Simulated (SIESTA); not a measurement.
The system is WCl4.

```
W Cl
1.0
     6.09296   -3.23349    0.00000
     6.09296    3.23349    0.00000
    -5.41835    0.00000    6.27246
W Cl
2 8
Direct
  0.20355 0.79645 0.00000
  0.79645 0.20355 0.00000
  0.67672 0.67672 0.15284
  0.21202 0.21202 0.18326
  0.25995 0.78333 0.29501
  0.78333 0.25995 0.29501
  0.21667 0.74005 0.70499
  0.74005 0.21667 0.70499
  0.78798 0.78798 0.81674
  0.32328 0.32328 0.84716
```

The cell comes from a database or a generator and needn't be the stable form of this composition.

```yaml
Program: SIESTA 5.4.2
Task: single point
Functional: PBEsol
Potentials_or_basis: PseudoDojo 0.4 standard (PBEsol files)
Basis: DZP (energy shift 0.003 Ry; two zetas on semicore shells)
Grid_cutoff: 800 Ry
Energy_shift: 0.003 Ry
k_mesh: 5 × 5 × 5
Occupations: fermi-dirac, width 0.05 eV
Spin: no spin polarisation
```

On this cell: pressure -0.3 GPa; largest force 0.732 eV/Å; band gap on the k mesh 0.20 eV, indirect (least direct gap 0.29 eV).

The same run follows on a disturbed copy (atoms moved at random, drawn with an rms of 0.05 Å):

```
W Cl
1.0
     6.09296   -3.23349    0.00000
     6.09296    3.23349    0.00000
    -5.41835    0.00000    6.27246
W Cl
2 8
Direct
  0.21058 0.79623 0.00419
  0.80629 0.19626 0.00218
  0.68227 0.67498 0.15555
  0.22222 0.20798 0.18524
  0.25580 0.78124 0.29508
  0.78353 0.25710 0.29172
  0.21850 0.73956 0.70396
  0.75022 0.21576 0.71106
  0.79112 0.78035 0.81680
  0.32929 0.31809 0.84929
```

**Question.** What does the disturbed cell give?

**Answer.** The energy moves by +4.5 meV/atom; pressure -0.7 GPa; largest force 1.158 eV/Å; band gap on the k mesh 0.27 eV, indirect (least direct gap 0.37 eV).

Forces on the atoms (eV/Å):
```
W   -0.350 -1.026 -0.408
W    0.017  1.126 -0.269
Cl  -0.072 -0.016 -0.012
Cl   0.121  0.130  0.174
Cl   0.094 -0.072 -0.055
Cl  -0.150 -0.070  0.330
Cl  -0.185 -0.058  0.190
Cl   0.033  0.005 -0.122
Cl   0.281 -0.042  0.128
Cl   0.209  0.023  0.042
```

Stress tensor (GPa, compression positive):
```
-1.13  0.21 -0.17
 0.21 -0.46 -0.01
-0.17 -0.01 -0.38
```

Caveats: short orbitals over semicore shells can move pressures by several GPa; spin-orbit coupling is left out, which moves the levels of the heavy elements; an odd mesh through Γ misses points on the zone boundary, where band edges often lie; the basis of atomic orbitals isn't converged, which shifts pressures, moduli and gaps.
